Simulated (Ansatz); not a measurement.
# Pt: the cost of one run

Method: DFT PBEsol, scalar-relativistic, plane waves, PAW, in Ansatz 0.2.0.

## 1. The starting structure

Symmetry: R-3m, No. 166, trigonal system. The conventional cell has a = 3.453 Å, b = 3.453 Å, c = 9.605 Å, α = 90.00°, β = 90.00°, γ = 120.00°. Pt (site symmetry 3m) has 3 Pt at 2.31 Å as nearest neighbours.

As a file:

```cif
data_structure
_symmetry_space_group_name_H-M 'R-3m:H'
_symmetry_Int_Tables_number 166
_cell_length_a 3.4530
_cell_length_b 3.4530
_cell_length_c 9.6048
_cell_angle_alpha 90.000
_cell_angle_beta 90.000
_cell_angle_gamma 120.000
_cell_volume 99.18
loop_
_atom_site_label
_atom_site_type_symbol
_atom_site_symmetry_multiplicity
_atom_site_Wyckoff_symbol
_atom_site_fract_x
_atom_site_fract_y
_atom_site_fract_z
_atom_site_occupancy
Pt1 Pt 6 c 0.00000 0.00000 0.22754 1
```

This is candidate A: grey arsenic (A7) type (R-3m, No. 166).

(A quick probe on a coarse mesh, which set the mesh and smearing, is not shown.)

## 3. Coarse relaxation (candidate A)

The input, input.yaml:

```yaml
crystal:
  lattice:
    - [1.7265116134, 0.9968019447, 3.2016087902]
    - [-1.7265116134, 0.9968019447, 3.2016087902]
    - [0.0, -1.9936038895, 3.2016087902]
  atoms:
    - { symbol: Pt, position: [0.22754, 0.22754, 0.22754] }
    - { symbol: Pt, position: [0.77246, 0.77246, 0.77246] }
basis:
  ecutwfc: 420
kpoints:
  mp_grid: { grid: [6, 6, 6] }
hamiltonian:
  xc: pbesol
scf:
  occupations: { method: gaussian, width: 0.1 }
  lower_state_search: "off"
output:
  forces: true
  stress: true
  eigenvalues: true
relax:
  adjacent_minimum: "off"
  f_tol: 0.04
  max_steps: 70
  cell: { stress_tol: 0.4 }
```

What time and memory should one allow on 1 thread of an x86-64 CPU, shared host?

About 4.9 s, with a peak of 0.45 GiB.
